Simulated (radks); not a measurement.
**Exchange and kinetic functionals tested on atomic densities: Hg⁺, Hf⁴⁺, K⁴⁺, Li**

Aim: take each self-consistent density and evaluate many functionals on it, against the exact exchange and kinetic energies of the same orbitals. Every spin shell is full or empty, so the densities are truly spherical.

Program: radks (a radial shooting solver on a logarithmic mesh, Libxc functionals) version 1. Level of theory: non-relativistic Kohn-Sham, PBE, spin-polarised, spherical densities, point nucleus; open shells are filled with parallel spins first. These are calculated values, not measurements, unless marked.

## (1) What is computed

```
species : Hg⁺ ([Xe] 4f14 5d10 6s1), Hf⁴⁺ ([Xe] 4f14), K⁴⁺ ([Ne] 3s2 3p3), Li ([He] 2s1)
```

## (2) Hg⁺, [Xe] 4f14 5d10 6s1

The run's settings:

```text
Z 80
configuration [Xe] 4f14 5d10 6s1
relativity non-relativistic
functional pbe,pbe
spin polarised
nucleus point
```

## (3) Hf⁴⁺, [Xe] 4f14

The run's settings:

```text
Z 72
configuration [Xe] 4f14
relativity non-relativistic
functional pbe,pbe
spin polarised
nucleus point
```

## (4) K⁴⁺, [Ne] 3s2 3p3

The run's settings:

```text
Z 19
configuration [Ne] 3s2 3p3
relativity non-relativistic
functional pbe,pbe
spin polarised
nucleus point
```

## (5) Li, [He] 2s1

The run's settings:

```text
Z 3
configuration [He] 2s1
relativity non-relativistic
functional pbe,pbe
spin polarised
nucleus point
```

What does the calculation give? Wanted: for each run, error in magnitude; Hg⁺; Hf⁴⁺; K⁴⁺; Li.

The runs gave:

```csv
error in magnitude (%),Hg⁺,Hf⁴⁺,K⁴⁺,Li
"exchange, LDA",-3.78,-3.84,-7.72,-13.51
"exchange, PBE",-0.33,-0.17,-0.56,-1.10
"exchange, RPBE",-0.21,-0.04,-0.03,+0.61
"exchange, WC",-0.61,-0.48,-1.55,-3.19
"exchange, AM05",-3.59,-3.61,-6.77,-10.45
"exchange, B86b",+0.02,+0.19,+0.05,-0.18
"exchange, EV93",-0.50,-0.29,+1.06,+4.90
"exchange, Tao-Mo",-0.82,-0.67,-0.22,+0.63
"exchange, MVS",+0.09,+0.19,-0.25,+0.13
"kinetic, Thomas-Fermi",-4.62,-4.83,-7.04,-10.26
"kinetic, TF + vW/5",+2.46,+2.51,+4.62,+9.20
"kinetic, APBEK",+0.04,-0.00,+0.26,+0.28
"kinetic, revAPBEK",+0.18,+0.14,+0.59,+1.14
"kinetic, Perdew 92",-0.68,-0.74,-0.55,+0.57
"kinetic, Thakkar",-0.78,-0.80,-0.12,+0.59
"kinetic, Pearson",-0.84,-0.92,-1.45,-4.09
"kinetic, DePristo-Kress",-0.20,-0.24,+0.06,-0.28
"kinetic, Ernzerhof",-0.48,-0.53,+0.02,+3.36
```

Negative means that the magnitude is too small. For exchange the mean absolute error is least for B86b (0.11 %) and largest for LDA (7.21 %). Among the orbital-free kinetic functionals APBEK (0.15 %) does best and Thomas-Fermi (6.69 %) worst. The functionals are evaluated on one density each, not self-consistently.
